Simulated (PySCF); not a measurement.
# RuO₂F: quartet, from a trigonal planar start

Aim: relax RuO₂F as a quartet from a trigonal planar start, check by its vibrations whether the end is a minimum, and collect its spectrum and constants.

The runs use PySCF 2.14.0; PBE0, basis Ru def2-TZVP with ECP28, O def2-TZVP, F def2-TZVP, scalar-relativistic core potentials, no spin–orbit coupling, density fitting.

## 1. Where the work starts

4 atoms, charge 0, spin multiplicity 4.

Bond lengths: Ru1–O2 1.710 Å, Ru1–O3 1.710 Å, Ru1–F4 1.890 Å. Angles: O2–Ru1–O3 120.0°, O2–Ru1–F4 120.0°, O3–Ru1–F4 120.0°.

```xyz
4
charge 0 multiplicity 4
Ru    0.0000    0.0000    0.0000
O    -0.8550    1.4809    0.0000
O    -0.8550   -1.4809    0.0000
F     1.8900    0.0000    0.0000
```

## 2. Finding the electronic state

The steps below are one call of a driver around PySCF. For each, scf.py gives the equivalent set-up of the SCF; relaxations use the driver's own optimiser. After this first run the driver tries any further starts and a stability analysis.

Contents of scf.py:

```python
from pyscf import gto, scf, dft
mol = gto.M(atom='''
Ru     0.000000     0.000000     0.000000
O     -0.855000     1.480900     0.000000
O     -0.855000    -1.480900     0.000000
F      1.890000     0.000000     0.000000''',
    basis={'Ru': 'def2-TZVP', 'O': 'def2-TZVP', 'F': 'def2-TZVP'},
    ecp={'Ru': 'def2-TZVP'},
    charge=0, spin=3)
mf = dft.UKS(mol, xc='PBE0')
mf.grids.atom_grid = (50, 194)
aux = {'Ru': 'def2-universal-JKFIT', 'O': 'def2-universal-JKFIT', 'F': 'def2-universal-JKFIT'}
mf = mf.density_fit(auxbasis=aux)
mf.conv_tol = 1e-08
mf.diis_space = 10
mf.max_cycle = 60
mf.init_guess = 'minao'
mf.verbose = 4
mf.kernel()
```

Run with:

```console
$ OMP_NUM_THREADS=4 python axn.py task.json out
```

The program printed:

```text
init E= -337.053230826504
[... the frontier-level lines of each cycle are left out ...]
cycle= 1 E= -344.870210270012  delta_E= -7.82  |g|= 0.594  |ddm|= 3.04
cycle= 2 E= -344.662432721882  delta_E= 0.208  |g|= 1.02  |ddm|= 0.781
cycle= 3 E= -344.888177435023  delta_E= -0.226  |g|= 0.558  |ddm|= 0.572
cycle= 4 E= -344.998274178298  delta_E= -0.11  |g|= 0.103  |ddm|= 0.286
cycle= 5 E= -345.000974030337  delta_E= -0.0027  |g|= 0.0588  |ddm|= 0.078
cycle= 6 E= -345.00238108053  delta_E= -0.00141  |g|= 0.00707  |ddm|= 0.0363
cycle= 7 E= -345.00246044271  delta_E= -7.94e-05  |g|= 0.00396  |ddm|= 0.0129
cycle= 8 E= -345.002490088913  delta_E= -2.96e-05  |g|= 0.00239  |ddm|= 0.00906
cycle= 9 E= -345.0024971863  delta_E= -7.1e-06  |g|= 0.000904  |ddm|= 0.00509
cycle= 10 E= -345.00249774898  delta_E= -5.63e-07  |g|= 0.000282  |ddm|= 0.00121
cycle= 11 E= -345.002497817666  delta_E= -6.87e-08  |g|= 4.54e-05  |ddm|= 0.00042
cycle= 12 E= -345.002497823726  delta_E= -6.06e-09  |g|= 3.42e-05  |ddm|= 0.000142
Extra cycle  E= -345.00249781986  delta_E= 3.87e-09  |g|= 0.000115  |ddm|= 6.96e-05
converged SCF energy = -345.00249781986  <S^2> = 3.7622147  2S+1 = 4.0061027
```

This step, with its further starts and checks, ran for 22 s (4 threads of Arm Neoverse V1, shared host).

The starts that the driver tried:

| start | energy (Eh) |
| --- | --- |
| the minimal-basis guess | -345.002498 |
| a thermally smeared density | -345.002498 |
| a smeared PBE density | -345.002498 |

The test of internal stability and the other starts found no lower solution of this spin.

## 3. Relaxation: trigonal planar start, quartet

The program finds C2v symmetry in the start, which this walk keeps. The walk stops when the largest gradient is under 0.0003 Eh/bohr and the energy has settled too.

scf.py, as its differences from that of step 2:

```diff
@@ -3,4 +3,4 @@
-Ru     0.000000     0.000000     0.000000
-O     -0.855000     1.480900     0.000000
-O     -0.855000    -1.480900     0.000000
-F      1.890000     0.000000     0.000000''',
+Ru    -0.055959     0.000000     0.000000
+O     -0.910959     1.480900     0.000000
+O     -0.910959    -1.480900     0.000000
+F      1.834041     0.000000     0.000000''',
@@ -17 +16,0 @@
-mf.init_guess = 'minao'
```

Energy and gradient, step by step:

| step | energy (Eh) | change (kJ/mol) | largest symmetric gradient (Eh/bohr) |
| --- | --- | --- | --- |
| 0 | -345.002498 | 0.00 | 0.02945 |
| 1 | -345.006960 | -11.71 | 0.01209 |
| 2 | -345.007458 | -13.02 | 0.00461 |
| 3 | -345.007492 | -13.11 | 0.00043 |
| 4 | -345.007492 | -13.11 | 0.00002 |

The walk took 15 s.

It settles in C2v symmetry, 13.1 kJ/mol below the start, after 4 steps: Ru–F 1.845 Å, Ru–O 1.680 Å (×2); F–Ru–O 123.7° (×2), O–Ru–O 112.6°.

## 4. Frequencies

On the finer grid the gradient is checked again; gradients at displacements of ±0.02 bohr then give force constants and infrared intensities.

scf.py, as its differences from that of step 3:

```diff
@@ -3,4 +3,4 @@
-Ru    -0.055959     0.000000     0.000000
-O     -0.910959     1.480900     0.000000
-O     -0.910959    -1.480900     0.000000
-F      1.834041     0.000000     0.000000''',
+Ru    -0.034191     0.000000     0.000000
+O     -0.966721     1.397329     0.000000
+O     -0.966721    -1.397329     0.000000
+F      1.811264     0.000000     0.000000''',
@@ -11 +11 @@
-mf.grids.atom_grid = (50, 194)
+mf.grids.atom_grid = (75, 302)
@@ -14 +14 @@
-mf.conv_tol = 1e-08
+mf.conv_tol = 1e-10
```

The driver hands on the density of the step before, so the log starts near convergence.

SCF at the final geometry:

```text
init E= -345.007567724008
[... the frontier-level lines of each cycle are left out ...]
cycle= 1 E= -345.007567723681  delta_E= 3.27e-10  |g|= 3.1e-05  |ddm|= 1.77e-05
cycle= 2 E= -345.00756771894  delta_E= 4.74e-09  |g|= 0.000118  |ddm|= 6.67e-05
cycle= 3 E= -345.007567724034  delta_E= -5.09e-09  |g|= 1.51e-06  |ddm|= 5.28e-05
cycle= 4 E= -345.007567724035  delta_E= -1.88e-12  |g|= 4.16e-07  |ddm|= 7.62e-07
Extra cycle  E= -345.007567724034  delta_E= 1.59e-12  |g|= 1.29e-06  |ddm|= 9.02e-07
converged SCF energy = -345.007567724034  <S^2> = 3.7608019  2S+1 = 4.0053973
```

The whole step took 72 s.

Geometry: C2v; Ru–F 1.845 Å, Ru–O 1.680 Å (×2); F–Ru–O 123.7° (×2), O–Ru–O 112.6°.

Modes, for the most abundant isotopes:

```json
{"symmetry": "b1", "ω (cm⁻¹)": "171", "IR (km/mol)": "31.9", "μ (u)": "23.24"}
{"symmetry": "b2", "ω (cm⁻¹)": "200", "IR (km/mol)": "7.3", "μ (u)": "19.99"}
{"symmetry": "a1", "ω (cm⁻¹)": "326", "IR (km/mol)": "0.3", "μ (u)": "17.41"}
{"symmetry": "a1", "ω (cm⁻¹)": "680", "IR (km/mol)": "111", "μ (u)": "21.44"}
{"symmetry": "b2", "ω (cm⁻¹)": "923", "IR (km/mol)": "127", "μ (u)": "18.94"}
{"symmetry": "a1", "ω (cm⁻¹)": "1000", "IR (km/mol)": "39.1", "μ (u)": "17.47"}
```

Every mode is real; the point is a minimum.

Properties at this point:

```yaml
Dipole_moment: 0.38 D
Highest_occupied_level: -8.29 eV
Lowest_empty_level: -5.03 eV
Rotational_constants: 0.2699, 0.1826, 0.1089 cm⁻¹
Zero-point_energy: 19.7 kJ/mol
Principal_polarisabilities: 24.3, 40.3, 46.6 bohr³
Atomisation_energy_without_zero-point_energy: 1312 kJ/mol
Principal_traceless_quadrupole_moments_about_the_centre_of_mass: -5.59, -2.23, 7.82 D Å
Entropy_at_298.15_K_and_1_bar_electronic_part_spin_only: 309.6 J/(mol K)
Heat_capacity_Cp_at_298.15_K: 62.8 J/(mol K)
Enthalpy_at_298.15_K_above_0_K: 14.55 kJ/mol
Rotational_symmetry_number: 2
Spin_squared_⟨S²⟩: 3.761
```

Populations by atom (charges in e):

| atom | Mulliken | Löwdin | polar tensor | spin (Mulliken) | Mayer order to Ru1 |
| --- | --- | --- | --- | --- | --- |
| Ru1 | 1.49 | 0.81 | 1.65 | 1.99 | – |
| O2,3 | -0.50 | -0.26 | -0.50 | 0.48 | 1.70 |
| F4 | -0.49 | -0.29 | -0.64 | 0.06 | 0.68 |

Mulliken populations on Ru1 (outside its core potential): s 2.30, p 6.19, d 5.98, f 0.04.

## 5. Summary of results

| quantity | value |
| --- | --- |
| minimum | quartet, C2v |
| geometry | Ru–F 1.845 Å, Ru–O 1.680 Å (×2); F–Ru–O 123.7° (×2), O–Ru–O 112.6° |
| wavenumbers (cm⁻¹) | 171 (b1), 200 (b2), 326 (a1), 680 (a1), 923 (b2), 1000 (a1) |
| dipole moment | 0.38 D |
| highest occupied, lowest empty level (either spin) | -8.29, -5.03 eV |
| polar-tensor charge of Ru1 | +1.65 e |
| zero-point energy | 19.7 kJ/mol |
| entropy at 298.15 K | 309.6 J/(mol K) |
| atomisation energy (no zero-point energy) | 1312 kJ/mol |
| ⟨S²⟩ | 3.761 |

What this shows: The trigonal planar start keeps its C2v symmetry and ends in a minimum. The strongest infrared band lies at 923 cm⁻¹ (b2, stretch). Most of the spin sits on Ru1 (Mulliken spin 1.99, against 3 for the whole molecule). Only this shape and spin were tried, so other structures or states may lie lower. One determinant may miss the lowest occupation of an open d or f shell.

The search up to here took 1.8 min.
